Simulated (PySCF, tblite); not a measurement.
# C7H9NOSi: geometry, infrared bands and NMR shifts

Aim: predict the infrared bands and NMR shifts of C7H9NOSi (`C#C[SiH2]OCn1cccc1`).

Programs: tblite 0.8.0 and PySCF 2.14.0, with density-fitted response routines of our own. Each step states its level of theory. These are calculated values for one molecule in the gas phase, unless marked as measured. Atoms count from 0, in the outputs and in this text.

## (1) Starting geometry

19 atoms, charge 0, multiplicity 1; geometry from: force field or distance geometry start.

Bonds of the start (Å): C0–C1 1.23, C1–Si2 1.82, Si2–O3 1.73, O3–C4 1.38, C4–N5 1.43, N5–C6 1.34, C6–C7 1.38, C7–C8 1.37, C8–C9 1.37, C9–N5 1.36, C0–H10 1.05, Si2–H11 1.48, Si2–H12 1.48, C4–H13 1.13, C4–H14 1.13, C6–H15 1.06, C7–H16 1.08, C8–H17 1.09, C9–H18 1.07.

## (2) Geometry optimisation with GFN2-xTB

The job: settings as JSON, then the geometry in Å.

```
{"job": {"kind": "relax", "xc": "GFN2-xTB", "basis": "xTB"}, "charge": 0, "multiplicity": 1}
C      4.589000    -1.186000     0.353700
C      3.395300    -0.984900     0.110000
Si     1.640200    -0.672100    -0.233000
O      1.376700     1.032200    -0.127700
C      0.224800     1.315700    -0.824700
N     -0.963200     0.657700    -0.364400
C     -1.502600    -0.521700    -0.694200
C     -2.657200    -0.744400     0.035700
C     -2.827800     0.351800     0.842700
C     -1.778300     1.201100     0.585300
H      5.606500    -1.337800     0.548000
H      1.265800    -1.166300    -1.579300
H      0.803800    -1.317700     0.798600
H      0.448700     1.041200    -1.900000
H      0.084800     2.439300    -0.786900
H     -1.126500    -1.228100    -1.396600
H     -3.336700    -1.581600     0.017300
H     -3.624500     0.559900     1.558700
H     -1.628500     2.151100     1.064500
```

Command:

```bash
$ OMP_NUM_THREADS=1 python probes_run.py task.json out
```

The driver reads the jobs from task.json and runs them one after another.

**Question.** This job is followed by: GFN2-xTB harmonic vibrations, gas phase; GIAO PBE0/pcSseg-1 NMR shielding, non-relativistic, gas phase. Predict these results of the whole session: strongest single infrared mode (GFN2-xTB); zero-point energy (GFN2-xTB); 13C shifts against TMS (PBE0/pcSseg-1, means over atoms taken as alike); 1H shifts against TMS (PBE0/pcSseg-1, means over atoms taken as alike); 29Si shifts against TMS (PBE0/pcSseg-1); 17O shifts against H2O (PBE0/pcSseg-1); 15N shifts against NH3 (PBE0/pcSseg-1); surface potential, 1st and 99th percentile.

The runs gave:

| quantity | value |
| --- | --- |
| strongest single infrared mode (GFN2-xTB) | 780 cm⁻¹, 410 km/mol |
| zero-point energy (GFN2-xTB) | 86.4 kcal/mol |
| 13C shifts against TMS (PBE0/pcSseg-1, means over atoms taken as alike) | 123.5, 116.8, 101.9, 87.3, 76.5 ppm |
| 1H shifts against TMS (PBE0/pcSseg-1, means over atoms taken as alike) | 6.76, 6.54, 5.65, 4.54, 1.82 ppm |
| 29Si shifts against TMS (PBE0/pcSseg-1) | -49.6 ppm |
| 17O shifts against H2O (PBE0/pcSseg-1) | 68.8 ppm |
| 15N shifts against NH3 (PBE0/pcSseg-1) | 199.2 ppm |
| surface potential, 1st and 99th percentile | -1.20 V and 1.44 V |

In words: Relaxing lowered the energy by 0.687 eV in 135 steps; the close pair that moved most is Si2–O3, from 1.728 to 1.633 Å. No mode is imaginary among the 51: a minimum at this level. The strongest single mode, at 780 cm⁻¹, has its largest shares on Si2, H12 and H11 (the list is cut at 3 atoms). GFN2-xTB is a fitted tight-binding method: band positions and strengths are rough. Its intensities can rank the bands wrongly. At PBE0/pcSseg-1: Shielding is most anisotropic at C1 (span 289 ppm, paramagnetic term -159 ppm). NICS(1)zz of -30 ppm above the planar ring from N5 marks a diatropic (aromatic) ring current.
